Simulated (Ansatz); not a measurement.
# Cs: the cost of one run

Program: Ansatz 0.2.0. Level of theory: DFT r2SCAN+D3(BJ), plane waves, PAW, scalar-relativistic, no spin polarisation. These are calculated values, not measurements.

## 1. The structure to begin with

The cell holds 16 atoms (Cs16): a = 11.039 Å, b = 10.052 Å, c = 17.976 Å, α = 90.00°, β = 90.00°, γ = 90.00°.

Structure file:

```xyz
16
Lattice="11.0385 0.0000 0.0000 0.0000 10.0517 0.0000 0.0000 0.0000 17.9762" Properties=species:S:1:pos:R:3 pbc="T T T"
Cs    4.0804    3.9678    6.7411
Cs    1.4389    6.0838    2.2470
Cs    4.0804    1.0580    2.2470
Cs    1.4389    8.9937    6.7411
Cs    4.0804    3.9678   15.7291
Cs    1.4389    6.0838   11.2351
Cs    4.0804    1.0580   11.2351
Cs    1.4389    8.9937   15.7291
Cs    9.5996    3.9678    6.7411
Cs    6.9581    6.0838    2.2470
Cs    9.5996    1.0580    2.2470
Cs    6.9581    8.9937    6.7411
Cs    9.5996    3.9678   15.7291
Cs    6.9581    6.0838   11.2351
Cs    9.5996    1.0580   11.2351
Cs    6.9581    8.9937   15.7291
```

## 2. Run 1

200 steps of 3 fs under a Langevin thermostat at 1800 K.

The input, input.yaml:

```yaml
accuracy: low
crystal:
  lattice:
    - [11.038514, 0.0, 0.0]
    - [0.0, 10.051682, 0.0]
    - [0.0, 0.0, 17.97615]
  atoms:
    - { symbol: Cs, position: [0.3696505, 0.3947436, 0.375] }
    - { symbol: Cs, position: [0.1303495, 0.6052564, 0.125] }
    - { symbol: Cs, position: [0.3696505, 0.1052564, 0.125] }
    - { symbol: Cs, position: [0.1303495, 0.8947436, 0.375] }
    - { symbol: Cs, position: [0.3696505, 0.3947436, 0.875] }
    - { symbol: Cs, position: [0.1303495, 0.6052564, 0.625] }
    - { symbol: Cs, position: [0.3696505, 0.1052564, 0.625] }
    - { symbol: Cs, position: [0.1303495, 0.8947436, 0.875] }
    - { symbol: Cs, position: [0.8696505, 0.3947436, 0.375] }
    - { symbol: Cs, position: [0.6303495, 0.6052564, 0.125] }
    - { symbol: Cs, position: [0.8696505, 0.1052564, 0.125] }
    - { symbol: Cs, position: [0.6303495, 0.8947436, 0.375] }
    - { symbol: Cs, position: [0.8696505, 0.3947436, 0.875] }
    - { symbol: Cs, position: [0.6303495, 0.6052564, 0.625] }
    - { symbol: Cs, position: [0.8696505, 0.1052564, 0.625] }
    - { symbol: Cs, position: [0.6303495, 0.8947436, 0.875] }
basis:
  ecutwfc: 500.0
kpoints:
  mp_grid: { grid: [1, 1, 1] }
hamiltonian:
  xc: r2scan
  dispersion: d3bj
scf:
  occupations: { method: fermi_dirac, width: 0.16 }
  lower_state_search: "off"
md:
  timestep: 3
  n_steps: 200
  ensemble: nvt_langevin
  temperature: 1800.0
  initial_velocities: maxwell_boltzmann
  seed: 178386
  friction: 0.02
```

The run is started by

```
$ ansatz run input.yaml --threads 4 --pin off --max-ram 10240MiB --backend cpu --events-out ev --progress --plain --runs-dir out
```

**Question.** How long does this run take on 4 threads of AMD EPYC 9R45 (Zen 5), shared host, and how much memory does it need?

About 21 min, with a peak of 2.9 GiB.
